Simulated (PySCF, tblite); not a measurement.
# C₄HClF₃S₂+: a rotation path, then NMR shifts on frames

Aim: move C₄HClF₃S₂+ (`FC(F)(F)[c+]1scc(Cl)s1`) away from its starting geometry and see how NMR shifts follow the geometry.

Computed with tblite 0.8.0 and PySCF 2.14.0, with density-fitted response routines of our own, on a single molecule in the gas phase. Atoms are numbered from 0 throughout.

## Step 1: Starting geometry

11 atoms, charge 1, multiplicity 1; geometry from: GFN2-xTB.

Bonds of the start (Å): F0–C1 1.33, C1–F2 1.33, C1–F3 1.33, C1–C4 1.52, C4–S5 1.69, S5–C6 1.70, C6–C7 1.36, C7–Cl8 1.69, C7–S9 1.75, S9–C4 1.69, C6–H10 1.08.

## Step 2: The rotation path with GFN2-xTB

What the job is given:

```
{"job": {"kind": "neb", "xc": "GFN2-xTB", "basis": "xTB", "atoms": [5, 4, 1, 0], "turn": 120}, "charge": 1, "multiplicity": 1}
F     -2.483302     0.567759    -1.254597
C     -2.073109     0.178467    -0.054435
F     -2.468287     1.089024     0.832715
F     -2.663975    -0.972315     0.246717
C     -0.560187     0.023662    -0.023735
S      0.163355    -1.114662     0.989994
C      1.754567    -0.700135     0.541758
C      1.917312     0.295613    -0.375442
Cl     3.407608     0.857097    -0.953329
S      0.436346     1.012900    -0.968553
H      2.575097    -1.234739     0.992943
```

Method: GFN2-xTB climbing-image nudged elastic band, gas phase.

On the command line:

```
OMP_NUM_THREADS=1 python probes_run.py task.json out
```

One launch serves the whole session: the jobs run in the order shown.

The log of the run:

```text
image   E - E0 / eV
  0       0.0000
  1      -0.0003
  2      -0.0010
  3      -0.0004
  4       0.0012
  5       0.0031
  6       0.0041
  7       0.0036
  8       0.0000
```

It took 9.3 s on 1 thread, shared host.

The final band, with the dihedral S5–C4–C1–F0:

| image | dihedral (°) | energy (eV) | energy (kcal/mol) |
| --- | --- | --- | --- |
| 0 | -149 | 0.000 | 0.0 |
| 1 | -135 | 0.000 | 0.0 |
| 2 | -120 | -0.001 | 0.0 |
| 3 | -104 | 0.000 | 0.0 |
| 4 | -89 | 0.001 | 0.0 |
| 5 | -74 | 0.003 | 0.1 |
| 6 | -59 | 0.004 | 0.1 |
| 7 | -44 | 0.004 | 0.1 |
| 8 | -29 | 0.000 | 0.0 |

## Step 3: Shielding tensors: image 0, PBE0/pcSseg-1

What the job is given:

```
{"job": {"kind": "nmr", "xc": "PBE0", "basis": "pcSseg-1", "pop": false}, "charge": 1, "multiplicity": 1}
F     -2.483300     0.567800    -1.254600
C     -2.073100     0.178500    -0.054400
F     -2.468300     1.089000     0.832700
F     -2.664000    -0.972300     0.246700
C     -0.560200     0.023700    -0.023700
S      0.163400    -1.114700     0.990000
C      1.754600    -0.700100     0.541800
C      1.917300     0.295600    -0.375400
Cl     3.407600     0.857100    -0.953300
S      0.436300     1.012900    -0.968600
H      2.575100    -1.234700     0.992900
```

With the program's defaults for keys left out, this is: GIAO PBE0/pcSseg-1 NMR shielding, non-relativistic, gas phase.

The log of the run:

```text
coarse grid: 13096 points
cycle   1  E = -1707.5793556750  dE =  2.472e+00  |g| = 9.818e-01  |ddm| = 3.812e+00
cycle   2  E = -1707.2839594799  dE =  2.954e-01  |g| = 1.648e+00  |ddm| = 1.952e+00
cycle   3  E = -1707.7525783783  dE = -4.686e-01  |g| = 2.270e-01  |ddm| = 1.270e+00
cycle   4  E = -1707.7623836909  dE = -9.805e-03  |g| = 1.221e-01  |ddm| = 3.193e-01
cycle   5  E = -1707.7662498453  dE = -3.866e-03  |g| = 2.656e-02  |ddm| = 1.266e-01
cycle   6  E = -1707.7663710763  dE = -1.212e-04  |g| = 1.078e-02  |ddm| = 3.240e-02
cycle   7  E = -1707.7664002584  dE = -2.918e-05  |g| = 1.706e-03  |ddm| = 1.260e-02
cycle   8  E = -1707.7664007356  dE = -4.772e-07  |g| = 1.088e-03  |ddm| = 3.000e-03
final grid: 120256 points
cycle   9  E = -1707.8486125375  dE = -3.181e-05  |g| = 1.084e-02  |ddm| = 3.028e-02
cycle  10  E = -1707.8485725478  dE =  3.999e-05  |g| = 1.683e-02  |ddm| = 2.579e-02
cycle  11  E = -1707.8486390624  dE = -6.651e-05  |g| = 1.518e-03  |ddm| = 1.685e-02
cycle  12  E = -1707.8486395071  dE = -4.447e-07  |g| = 6.698e-04  |ddm| = 2.231e-03
cycle  13  E = -1707.8486396219  dE = -1.148e-07  |g| = 2.304e-04  |ddm| = 8.302e-04
cycle  14  E = -1707.8486396356  dE = -1.370e-08  |g| = 3.957e-05  |ddm| = 2.836e-04
cycle  15  E = -1707.8486396359  dE = -3.065e-10  |g| = 1.859e-05  |ddm| = 6.119e-05
converged SCF energy = -1707.8486396359

GIAO shielding tensors (ppm)
atom      isotropic    diamagn.    paramagn.     s11        s22        s33       span
  0 F      236.543     469.917    -233.375    179.955    201.988    327.686    147.731
  1 C       60.096     235.145    -175.049     43.420     66.166     70.702     27.282
  2 F      212.789     469.466    -256.676    139.427    201.097    297.844    158.417
  3 F      241.150     469.928    -228.778    185.455    206.199    331.796    146.341
  4 C      -19.666     272.331    -291.998   -122.769    -43.849    107.619    230.389
  5 S       77.643    1054.970    -977.328   -166.568     36.544    362.952    529.520
  6 C       38.935     258.449    -219.513    -41.494     32.199    126.101    167.595
  7 C       11.343     259.919    -248.576    -59.415     13.741     79.702    139.117
  8 Cl     615.134    1142.707    -527.573    321.549    693.608    830.245    508.696
  9 S       47.273    1054.429   -1007.156   -145.090    -62.746    349.655    494.745
 10 H       22.955      28.564      -5.610     18.496     24.721     25.647      7.151
```

It took 73 s on 1 thread, shared host.

Shifts follow as δ = σ(reference) − σ, with reference shieldings (ppm) from runs at the same level and on the same kind of geometry: 1H TMS 31.72, 13C TMS 186.9, 19F CFCl3 170.9, 33S CS2 504, 35Cl HCl 950. The references are single molecules in the gas phase, so shifts against H2O, NH3, PH3, H3PO4 or CFCl3 are not on the usual liquid scales and can be off by tens of ppm. Each atom is listed at this fixed geometry, with no averaging over motion; a spectrum would average atoms that exchange fast.

| atoms | environment | σ (ppm) | δ (ppm) |
| --- | --- | --- | --- |
| C4 | substituted aromatic carbon next to the ring sulfur | -19.7 | 206.6 |
| C7 | aromatic carbon bearing chlorine | 11.3 | 175.6 |
| C6 | aromatic CH next to the ring sulfur | 38.9 | 148.0 |
| C1 | CF3 carbon | 60.1 | 126.8 |
| H10 | hydrogen on an aromatic CH next to the ring sulfur | 22.95 | 8.76 |
| F2 | fluorine of a CF3 group | 212.8 | -41.8 |
| F0 | fluorine of a CF3 group | 236.5 | -65.6 |
| F3 | fluorine of a CF3 group | 241.2 | -70.2 |
| S9 | aromatic ring sulfur | 47 | 456 |
| S5 | aromatic ring sulfur | 78 | 426 |
| Cl8 | chlorine bonded to C | 615 | 335 |

Ring of atoms C4, S5, C6, C7, S9: NICS(0) -12.0, NICS(1) -11.1, NICS(1)zz -22.6 ppm (means of both faces).

## Step 4: Shielding tensors: image 3, PBE0/pcSseg-1

What the job is given:

```
{"job": {"kind": "nmr", "xc": "PBE0", "basis": "pcSseg-1", "pop": false}, "charge": 1, "multiplicity": 1}
F     -2.540000    -0.058900    -1.260900
C     -2.074100     0.189500    -0.039800
F     -2.439300     1.421000     0.296500
F     -2.637600    -0.669600     0.802500
C     -0.560200     0.043200    -0.000100
S      0.150900    -1.314400     0.705500
C      1.747600    -0.816600     0.376000
C      1.923100     0.376800    -0.260400
Cl     3.423200     1.063300    -0.647900
S      0.449000     1.224200    -0.673300
H      2.562900    -1.455700     0.675900
```

With the program's defaults for keys left out, this is: GIAO PBE0/pcSseg-1 NMR shielding, non-relativistic, gas phase.

The log of the run:

```text
coarse grid: 13096 points
cycle   1  E = -1707.5783800991  dE =  2.468e+00  |g| = 9.817e-01  |ddm| = 3.813e+00
cycle   2  E = -1707.2827687722  dE =  2.956e-01  |g| = 1.648e+00  |ddm| = 1.949e+00
cycle   3  E = -1707.7516229945  dE = -4.689e-01  |g| = 2.271e-01  |ddm| = 1.269e+00
cycle   4  E = -1707.7614258693  dE = -9.803e-03  |g| = 1.224e-01  |ddm| = 3.198e-01
cycle   5  E = -1707.7653077114  dE = -3.882e-03  |g| = 2.664e-02  |ddm| = 1.269e-01
cycle   6  E = -1707.7654298433  dE = -1.221e-04  |g| = 1.079e-02  |ddm| = 3.249e-02
cycle   7  E = -1707.7654590641  dE = -2.922e-05  |g| = 1.714e-03  |ddm| = 1.262e-02
cycle   8  E = -1707.7654595441  dE = -4.800e-07  |g| = 1.095e-03  |ddm| = 2.996e-03
final grid: 120256 points
cycle   9  E = -1707.8486812115  dE = -3.426e-05  |g| = 1.087e-02  |ddm| = 2.891e-02
cycle  10  E = -1707.8486416603  dE =  3.955e-05  |g| = 1.682e-02  |ddm| = 2.550e-02
cycle  11  E = -1707.8487076706  dE = -6.601e-05  |g| = 1.488e-03  |ddm| = 1.669e-02
cycle  12  E = -1707.8487080982  dE = -4.275e-07  |g| = 6.502e-04  |ddm| = 2.217e-03
cycle  13  E = -1707.8487082058  dE = -1.076e-07  |g| = 2.409e-04  |ddm| = 8.220e-04
cycle  14  E = -1707.8487082207  dE = -1.496e-08  |g| = 3.837e-05  |ddm| = 2.875e-04
cycle  15  E = -1707.8487082210  dE = -2.933e-10  |g| = 1.837e-05  |ddm| = 6.230e-05
converged SCF energy = -1707.8487082210

GIAO shielding tensors (ppm)
atom      isotropic    diamagn.    paramagn.     s11        s22        s33       span
  0 F      215.260     469.415    -254.155    143.833    201.850    300.096    156.263
  1 C       60.089     235.187    -175.098     43.332     66.379     70.558     27.225
  2 F      227.466     469.843    -242.377    166.536    198.919    316.943    150.407
  3 F      248.288     469.987    -221.699    189.466    216.250    339.148    149.682
  4 C      -19.564     272.397    -291.961   -122.830    -43.508    107.644    230.474
  5 S       76.615    1055.022    -978.407   -160.980     32.555    358.270    519.250
  6 C       39.727     258.513    -218.786    -40.412     32.530    127.063    167.475
  7 C       10.096     259.909    -249.814    -61.310     13.300     78.297    139.608
  8 Cl     610.777    1142.702    -531.925    318.900    686.041    827.391    508.491
  9 S       47.279    1054.375   -1007.097   -151.039    -60.582    353.457    504.496
 10 H       22.984      28.577      -5.593     18.512     24.768     25.673      7.161
```

Run time: 71 s. Hardware: 1 thread, shared host.

This run: δ C4 206.5, C7 176.8, C6 147.2, C1 126.8, H10 8.73 ppm.

## Step 5: NMR shieldings: image 6, PBE0/pcSseg-1

What the job is given:

```
{"job": {"kind": "nmr", "xc": "PBE0", "basis": "pcSseg-1", "pop": false}, "charge": 1, "multiplicity": 1}
F     -2.605200    -0.627400    -0.931000
C     -2.074000     0.193900    -0.029000
F     -2.425600     1.435600    -0.333000
F     -2.589200    -0.114600     1.158200
C     -0.559300     0.050100    -0.006400
S      0.141500    -1.445700     0.342700
C      1.743200    -0.885500     0.185200
C      1.927600     0.431100    -0.119000
Cl     3.434300     1.188000    -0.290500
S      0.459800     1.361800    -0.328500
H      2.552300    -1.584600     0.325300
```

With the program's defaults for keys left out, this is: GIAO PBE0/pcSseg-1 NMR shielding, non-relativistic, gas phase.

The log of the run:

```text
coarse grid: 13096 points
cycle   1  E = -1707.5775883627  dE =  2.467e+00  |g| = 9.824e-01  |ddm| = 3.811e+00
cycle   2  E = -1707.2797526704  dE =  2.978e-01  |g| = 1.652e+00  |ddm| = 1.955e+00
cycle   3  E = -1707.7510082794  dE = -4.713e-01  |g| = 2.281e-01  |ddm| = 1.273e+00
cycle   4  E = -1707.7609292095  dE = -9.921e-03  |g| = 1.224e-01  |ddm| = 3.199e-01
cycle   5  E = -1707.7648182221  dE = -3.889e-03  |g| = 2.668e-02  |ddm| = 1.269e-01
cycle   6  E = -1707.7649403420  dE = -1.221e-04  |g| = 1.090e-02  |ddm| = 3.256e-02
cycle   7  E = -1707.7649702799  dE = -2.994e-05  |g| = 1.711e-03  |ddm| = 1.271e-02
cycle   8  E = -1707.7649707632  dE = -4.833e-07  |g| = 1.091e-03  |ddm| = 3.047e-03
final grid: 120256 points
cycle   9  E = -1707.8483585113  dE = -3.551e-05  |g| = 1.086e-02  |ddm| = 3.165e-02
cycle  10  E = -1707.8483184164  dE =  4.009e-05  |g| = 1.688e-02  |ddm| = 2.580e-02
cycle  11  E = -1707.8483850449  dE = -6.663e-05  |g| = 1.493e-03  |ddm| = 1.694e-02
cycle  12  E = -1707.8483854725  dE = -4.276e-07  |g| = 6.667e-04  |ddm| = 2.237e-03
cycle  13  E = -1707.8483855856  dE = -1.131e-07  |g| = 2.388e-04  |ddm| = 8.319e-04
cycle  14  E = -1707.8483856003  dE = -1.471e-08  |g| = 4.063e-05  |ddm| = 2.902e-04
cycle  15  E = -1707.8483856006  dE = -3.120e-10  |g| = 1.951e-05  |ddm| = 6.121e-05
converged SCF energy = -1707.8483856006

GIAO shielding tensors (ppm)
atom      isotropic    diamagn.    paramagn.     s11        s22        s33       span
  0 F      218.840     469.792    -250.952    153.107    195.998    307.415    154.309
  1 C       59.999     235.165    -175.167     43.225     66.224     70.548     27.323
  2 F      249.317     469.837    -220.520    193.453    213.132    341.364    147.911
  3 F      219.382     469.744    -250.362    153.689    197.114    307.342    153.653
  4 C      -19.945     272.417    -292.362   -123.494    -43.826    107.485    230.980
  5 S       76.986    1054.924    -977.938   -179.882     42.663    368.177    548.059
  6 C       37.119     258.425    -221.306    -44.440     31.519    124.279    168.718
  7 C       12.997     259.941    -246.944    -56.856     14.647     81.200    138.056
  8 Cl     619.886    1142.719    -522.833    323.759    700.637    835.263    511.504
  9 S       46.853    1054.451   -1007.598   -135.457    -65.623    341.639    477.096
 10 H       22.859      28.554      -5.695     18.437     24.552     25.588      7.150
```

Wall time 74 s (1 thread, shared host).

This run: δ C4 206.9, C7 173.9, C6 149.8, C1 126.9, H10 8.86 ppm.

## Step 6: NMR shieldings: image 7, PBE0/pcSseg-1

What the job is given:

```
{"job": {"kind": "nmr", "xc": "PBE0", "basis": "pcSseg-1", "pop": false}, "charge": 1, "multiplicity": 1}
F     -2.620100    -0.771300    -0.759400
C     -2.073800     0.194600    -0.026300
F     -2.435900     1.366000    -0.530500
F     -2.563700     0.099100     1.207700
C     -0.559000     0.051600    -0.013800
S      0.139100    -1.468400     0.214300
C      1.741800    -0.897300     0.120100
C      1.928600     0.440500    -0.068100
Cl     3.436400     1.208100    -0.165600
S      0.462400     1.386600    -0.208500
H      2.549800    -1.606700     0.204100
```

Level: GIAO PBE0/pcSseg-1 NMR shielding, non-relativistic, gas phase.

The log of the run:

```text
coarse grid: 13096 points
cycle   1  E = -1707.5789015607  dE =  2.468e+00  |g| = 9.826e-01  |ddm| = 3.810e+00
cycle   2  E = -1707.2812078639  dE =  2.977e-01  |g| = 1.652e+00  |ddm| = 1.955e+00
cycle   3  E = -1707.7523993009  dE = -4.712e-01  |g| = 2.279e-01  |ddm| = 1.273e+00
cycle   4  E = -1707.7623016989  dE = -9.902e-03  |g| = 1.224e-01  |ddm| = 3.200e-01
cycle   5  E = -1707.7661913385  dE = -3.890e-03  |g| = 2.668e-02  |ddm| = 1.269e-01
cycle   6  E = -1707.7663134983  dE = -1.222e-04  |g| = 1.089e-02  |ddm| = 3.256e-02
cycle   7  E = -1707.7663433575  dE = -2.986e-05  |g| = 1.712e-03  |ddm| = 1.270e-02
cycle   8  E = -1707.7663438401  dE = -4.825e-07  |g| = 1.093e-03  |ddm| = 3.040e-03
final grid: 120256 points
cycle   9  E = -1707.8483767136  dE = -3.324e-05  |g| = 1.075e-02  |ddm| = 3.193e-02
cycle  10  E = -1707.8483374836  dE =  3.923e-05  |g| = 1.668e-02  |ddm| = 2.553e-02
cycle  11  E = -1707.8484027552  dE = -6.527e-05  |g| = 1.528e-03  |ddm| = 1.673e-02
cycle  12  E = -1707.8484032054  dE = -4.502e-07  |g| = 6.757e-04  |ddm| = 2.242e-03
cycle  13  E = -1707.8484033220  dE = -1.165e-07  |g| = 2.316e-04  |ddm| = 8.326e-04
cycle  14  E = -1707.8484033358  dE = -1.382e-08  |g| = 4.029e-05  |ddm| = 2.859e-04
cycle  15  E = -1707.8484033361  dE = -3.047e-10  |g| = 1.939e-05  |ddm| = 5.985e-05
converged SCF energy = -1707.8484033361

GIAO shielding tensors (ppm)
atom      isotropic    diamagn.    paramagn.     s11        s22        s33       span
  0 F      227.025     470.055    -243.031    168.156    194.757    318.162    150.006
  1 C       59.990     235.169    -175.179     43.247     66.097     70.627     27.380
  2 F      246.178     469.801    -223.624    191.197    209.747    337.590    146.393
  3 F      214.658     469.501    -254.842    143.497    199.795    300.682    157.184
  4 C      -19.904     272.380    -292.283   -123.346    -43.908    107.543    230.889
  5 S       76.132    1054.967    -978.835   -177.724     40.348    365.772    543.496
  6 C       37.623     258.449    -220.825    -43.705     31.593    124.982    168.687
  7 C       12.446     259.926    -247.479    -57.547     14.432     80.453    138.000
  8 Cl     618.098    1142.710    -524.612    322.989    697.466    833.840    510.851
  9 S       47.654    1054.417   -1006.763   -137.453    -64.352    344.768    482.221
 10 H       22.881      28.561      -5.680     18.452     24.594     25.596      7.143
```

It took 71 s on 1 thread, shared host.

Key values: δ C4 206.8, C7 174.5, C6 149.3, C1 126.9, H10 8.84 ppm.

## Step 7: Nuclear shieldings: image 8, PBE0/pcSseg-1

What the job is given:

```
{"job": {"kind": "nmr", "xc": "PBE0", "basis": "pcSseg-1", "pop": false}, "charge": 1, "multiplicity": 1}
F     -2.655700    -0.874500    -0.554900
C     -2.072700     0.193800    -0.023600
F     -2.432800     1.266400    -0.717100
F     -2.525300     0.334800     1.220300
C     -0.559800     0.033300    -0.028100
S      0.146400    -1.496700     0.061400
C      1.745500    -0.906300     0.051900
C      1.923800     0.444000    -0.013900
Cl     3.423500     1.232600    -0.036800
S      0.453500     1.388000    -0.081300
H      2.558900    -1.612800     0.096300
```

Method: GIAO PBE0/pcSseg-1 NMR shielding, non-relativistic, gas phase.

The log of the run:

```text
coarse grid: 13096 points
cycle   1  E = -1707.5795188911  dE =  2.471e+00  |g| = 9.817e-01  |ddm| = 3.811e+00
cycle   2  E = -1707.2841598038  dE =  2.954e-01  |g| = 1.648e+00  |ddm| = 1.953e+00
cycle   3  E = -1707.7527400668  dE = -4.686e-01  |g| = 2.270e-01  |ddm| = 1.270e+00
cycle   4  E = -1707.7625468420  dE = -9.807e-03  |g| = 1.222e-01  |ddm| = 3.192e-01
cycle   5  E = -1707.7664159333  dE = -3.869e-03  |g| = 2.657e-02  |ddm| = 1.267e-01
cycle   6  E = -1707.7665372246  dE = -1.213e-04  |g| = 1.078e-02  |ddm| = 3.241e-02
cycle   7  E = -1707.7665664319  dE = -2.921e-05  |g| = 1.706e-03  |ddm| = 1.261e-02
cycle   8  E = -1707.7665669098  dE = -4.779e-07  |g| = 1.088e-03  |ddm| = 2.997e-03
final grid: 120256 points
cycle   9  E = -1707.8486422633  dE = -3.345e-05  |g| = 1.080e-02  |ddm| = 3.197e-02
cycle  10  E = -1707.8486027150  dE =  3.955e-05  |g| = 1.678e-02  |ddm| = 2.549e-02
cycle  11  E = -1707.8486682941  dE = -6.558e-05  |g| = 1.546e-03  |ddm| = 1.671e-02
cycle  12  E = -1707.8486687635  dE = -4.693e-07  |g| = 6.873e-04  |ddm| = 2.278e-03
cycle  13  E = -1707.8486688855  dE = -1.221e-07  |g| = 2.298e-04  |ddm| = 8.468e-04
cycle  14  E = -1707.8486688991  dE = -1.360e-08  |g| = 4.025e-05  |ddm| = 2.876e-04
cycle  15  E = -1707.8486688994  dE = -3.047e-10  |g| = 2.025e-05  |ddm| = 6.484e-05
converged SCF energy = -1707.8486688994

GIAO shielding tensors (ppm)
atom      isotropic    diamagn.    paramagn.     s11        s22        s33       span
  0 F      241.393     469.872    -228.479    185.689    206.842    331.649    145.960
  1 C       60.089     235.159    -175.070     43.397     66.200     70.670     27.273
  2 F      236.102     469.987    -233.886    179.538    201.036    327.730    148.192
  3 F      212.913     469.453    -256.540    139.669    201.147    297.925    158.256
  4 C      -19.740     272.338    -292.078   -122.874    -43.912    107.567    230.441
  5 S       78.073    1054.941    -976.868   -165.974     36.983    363.210    529.184
  6 C       38.856     258.433    -219.578    -41.536     32.226    125.876    167.412
  7 C       11.417     259.948    -248.530    -59.470     13.717     80.005    139.476
  8 Cl     615.277    1142.713    -527.437    320.934    694.151    830.745    509.811
  9 S       46.464    1054.465   -1008.001   -146.423    -62.963    348.778    495.201
 10 H       22.951      28.550      -5.599     18.491     24.711     25.651      7.160
```

Run time: 70 s. Hardware: 1 thread, shared host.

In short: δ C4 206.7, C7 175.5, C6 148.1, C1 126.8, H10 8.77 ppm.

## Step 8: Comparing the runs: NMR shifts

Shifts (ppm) of some atoms, chosen among heavy atoms and hydrogens apart, with basis size and wall time:

| frame | C7 | H10 | F2 | F0 | F3 | Cl8 | functions | time |
| --- | --- | --- | --- | --- | --- | --- | --- | --- |
| image 0 | 175.6 | 8.76 | -41.8 | -65.6 | -70.2 | 335 | 196 | 73 s |
| image 3 | 176.8 | 8.73 | -56.5 | -44.3 | -77.3 | 339 | 196 | 71 s |
| image 6 | 173.9 | 8.86 | -78.4 | -47.9 | -48.4 | 330 | 196 | 74 s |
| image 7 | 174.5 | 8.84 | -75.2 | -56.1 | -43.7 | 332 | 196 | 71 s |
| image 8 | 175.5 | 8.77 | -65.2 | -70.4 | -42.0 | 334 | 196 | 70 s |

## Step 9: Outcome

| quantity | value |
| --- | --- |
| barrier | 0.004 eV (0.1 kcal/mol) at image 6 |
| end to end (GFN2-xTB) | 0.000 eV |
| 13C shifts against TMS (PBE0/pcSseg-1, image 0) | 206.6, 175.6, 148.0, 126.8 ppm |
| 1H shifts against TMS (PBE0/pcSseg-1, image 0) | 8.76 ppm |
| 19F shifts against CFCl3 (PBE0/pcSseg-1, image 0) | -41.8, -65.6, -70.2 ppm |
| 33S shifts against CS2 (PBE0/pcSseg-1, image 0) | 456, 426 ppm |
| 35Cl shifts against HCl (PBE0/pcSseg-1, image 0) | 335 ppm |
| range of the shift of F2 | -78.4 to -41.8 ppm |

**Reading.** Along the band the dihedral turns by 120°, and the top (dihedral -59°) lies 0.1 kcal/mol above the start (GFN2-xTB, rough), so at room temperature this motion is fast. The top was not checked by a frequency run. Shifts at one fixed geometry are not the observed spectrum, which averages over the motion. NICS(1)zz of -23 ppm above the planar ring from C4 marks a diatropic (aromatic) ring current. In ppm, F2 moves most: its shift spreads over 36.5 ppm, from -78.4 (image 6) to -41.8 (image 0).
